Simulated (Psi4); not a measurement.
# MP2/def2-QZVPD (density fitting, core potential, density fitting for correlation, sweep point 6) run of SnH3F (SnFH3)

Aim: the vertical singlet–triplet gap of SnH3F (SnFH3) at MP2/def2-QZVPD (density fitting, core potential, density fitting for correlation, sweep point 6), from 2 runs. 

The results are computed with Psi4 1.11.

### Step 1. Starting point

The species is SnH3F (5 atoms), meant as a singlet with charge 0. SMILES: `[H][Sn]([H])([H])[F]`. The shape comes from GFN2-xTB, which is rough for such elements, and wasn't checked as a minimum.

Bond lengths: Sn1–F2 1.924 Å, Sn1–H3 1.664 Å, Sn1–H4 1.662 Å, Sn1–H5 1.663 Å. Angles: F2–Sn1–H3 102.5°, F2–Sn1–H4 102.8°, F2–Sn1–H5 102.6°, H3–Sn1–H4 115.3°, H3–Sn1–H5 115.3°, H4–Sn1–H5 115.5°.

### Step 2. The energy at MP2/def2-QZVPD (density fitting, core potential, density fitting for correlation, sweep point 6)

The input, fh3sn.inp:

```
memory 1600 MB

molecule m {
  0 1
  Sn    -0.00489439     0.00457314    -0.31545198
  F      0.02218538    -0.03641502     3.32089131
  H      3.05990123     0.02073030    -1.01701281
  H     -1.54532354     2.66160366    -0.96844684
  H     -1.53186869    -2.65049207    -1.01997968
  units bohr
  symmetry c1
}

set globals {
  basis           def2-QZVPD
  reference       rhf
  puream          true
  scf_type        df
  num_frozen_docc 5
}

energy('mp2')
```

Run with:

```console
psi4 -n 1 fh3sn.inp fh3sn.out
```

fh3sn.out:

```text
[...]
    !!!  WARNING: ECP capability is in beta. Please check occupations closely.  !!!
[...]
  Running in c1 symmetry.
[...]
  Nuclear repulsion =   81.108187424715297
[...]
  Multiplicity = 1
[...]
  Nalpha       = 17
  Nbeta        = 17
[...]
    Number of basis functions: 253
[...]
   @DF-RHF iter   1:  -314.49380357915334   -1.75582e+00   2.17303e-03 DIIS/ADIIS
[...]
   @DF-RHF iter  10:  -314.59416191336038   -1.60298e-10   7.56477e-09 DIIS
[...]
    Orbital Energies [Eh]
    ---------------------
    Doubly Occupied:
       1A    -26.219251     2A     -5.884846     3A     -4.076194
       4A     -4.073868     5A     -4.073859     6A     -1.511302
       7A     -1.344594     8A     -1.344576     9A     -1.338586
      10A     -1.338565    11A     -1.333185    12A     -0.708899
      13A     -0.593006    14A     -0.592996    15A     -0.565749
      16A     -0.471109    17A     -0.470637
[...]
  @DF-RHF Final Energy:  -314.59416191336038
   => Energetics <=
    Nuclear Repulsion Energy =             81.1081874247152967
    One-Electron Energy =                -679.5222590759744890
    Two-Electron Energy =                 283.8199097378987972
    Total Energy =                       -314.5941619133603808
[...]
 Multipole Moments:
 ------------------------------------------------------------------------------------
     Multipole            Electronic (a.u.)      Nuclear  (a.u.)        Total (a.u.)
 ------------------------------------------------------------------------------------
 L = 1.  Multiply by 2.5417464519 to convert [e a0] to [Debye]
 Dipole X            :         -0.1323303            0.1184903           -0.0138400
 Dipole Y            :          0.1849501           -0.1685951            0.0163550
 Dipole Z            :        -15.8941171           14.6148905           -1.2792267
 Magnitude           :                                                    1.2794061
[...]
```

It took 9.3 s on 1 thread of Intel Xeon Platinum 8259CL at 2.50GHz (Skylake/Cascade Lake), shared host; peak memory 0.54 GiB.

### Step 3. The triplet, same level

The input, job.inp:

```
memory 1.6 GB

molecule system {
  0 3
  Sn    -0.00489439     0.00457314    -0.31545198
  F      0.02218538    -0.03641502     3.32089131
  H      3.05990123     0.02073030    -1.01701281
  H     -1.54532354     2.66160366    -0.96844684
  H     -1.53186869    -2.65049207    -1.01997968
  units bohr
  symmetry c1
}

set basis def2-QZVPD
set reference uhf
set puream true
set scf_type df
set num_frozen_docc 5
set maxiter 150

E, wfn = energy('mp2', return_wfn=True)
```

Run with:

```console
psi4 job.inp job.out -n 1
```

job.out:

```text
[...]
    !!!  WARNING: ECP capability is in beta. Please check occupations closely.  !!!
[...]
  Running in c1 symmetry.
[...]
  Nuclear repulsion =   81.108187424715297
[...]
  Multiplicity = 3
[...]
  Nalpha       = 18
  Nbeta        = 16
[...]
    Number of basis functions: 253
[...]
   @DF-UHF iter   1:  -314.15446794833247   -1.41649e+00   2.45100e-03 DIIS/ADIIS
[...]
   @DF-UHF iter  24:  -314.33720722877302   -2.76259e-11   6.03341e-09 DIIS
[...]
   @S^2 Observed:                2.014397918E+00
[...]
    Orbital Energies [Eh]
    ---------------------
    Alpha Occupied:
       1A    -26.242380     2A     -5.915463     3A     -4.114288
       4A     -4.101737     5A     -4.099773     6A     -1.536354
       7A     -1.388630     8A     -1.377854     9A     -1.372908
      10A     -1.361237    11A     -1.358001    12A     -0.806560
      13A     -0.654278    14A     -0.614405    15A     -0.610729
      16A     -0.569304    17A     -0.497069    18A     -0.193325
    Alpha Virtual:
      19A      0.029189    20A      0.060080    21A      0.062953
      22A      0.073512    23A      0.083707    24A      0.089742
      25A      0.094761    26A      0.098534    27A      0.118239
[...]
  @DF-UHF Final Energy:  -314.33720722877302
   => Energetics <=
    Nuclear Repulsion Energy =             81.1081874247152967
    One-Electron Energy =                -678.3774368817280447
    Two-Electron Energy =                 282.9320422282397089
    Total Energy =                       -314.3372072287730248
  UHF NO Occupations:
  HONO-2 :   16  A 1.9956082
  HONO-1 :   17  A 1.0000000
[...]
 Multipole Moments:
 ------------------------------------------------------------------------------------
     Multipole            Electronic (a.u.)      Nuclear  (a.u.)        Total (a.u.)
 ------------------------------------------------------------------------------------
 L = 1.  Multiply by 2.5417464519 to convert [e a0] to [Debye]
 Dipole X            :         -0.4639514            0.1184903           -0.3454611
 Dipole Y            :          0.7617809           -0.1685951            0.5931858
 Dipole Z            :        -15.1782254           14.6148905           -0.5633349
 Magnitude           :                                                    0.8880084
[...]
```

It took 13 s on 1 thread of Intel Xeon Platinum 8259CL at 2.50GHz (Skylake/Cascade Lake), shared host; peak memory 0.55 GiB.

### Step 4. What came out

Level: MP2/def2-QZVPD (density fitting, core potential, density fitting for correlation, sweep point 6), 5 core orbitals frozen.

| quantity | value |
| --- | --- |
| singlet: total energy | -315.42427 Eh |
| singlet: HOMO energy (Hartree–Fock orbitals) | -12.81 eV |
| singlet: LUMO energy (Hartree–Fock orbitals) | 0.95 eV |
| singlet: HOMO–LUMO gap (Hartree–Fock orbitals) | 13.76 eV |
| singlet: correlation energy (5 core orbitals frozen) | -830.1 mEh |
| triplet: total energy | -315.15949 Eh |
| triplet: HOMO energy (Hartree–Fock orbitals) (highest over α and β) | -5.26 eV |
| triplet: LUMO energy (Hartree–Fock orbitals) (lowest over α and β) | -4.01 eV |
| triplet: correlation energy (5 core orbitals frozen) | -822.3 mEh |
| triplet: ⟨S²⟩ of the reference determinant | 2.014 |
| vertical energy of the triplet above the singlet | 7.205 eV |

What this shows: At this shape the triplet lies 7.21 eV (166 kcal/mol) above the singlet.
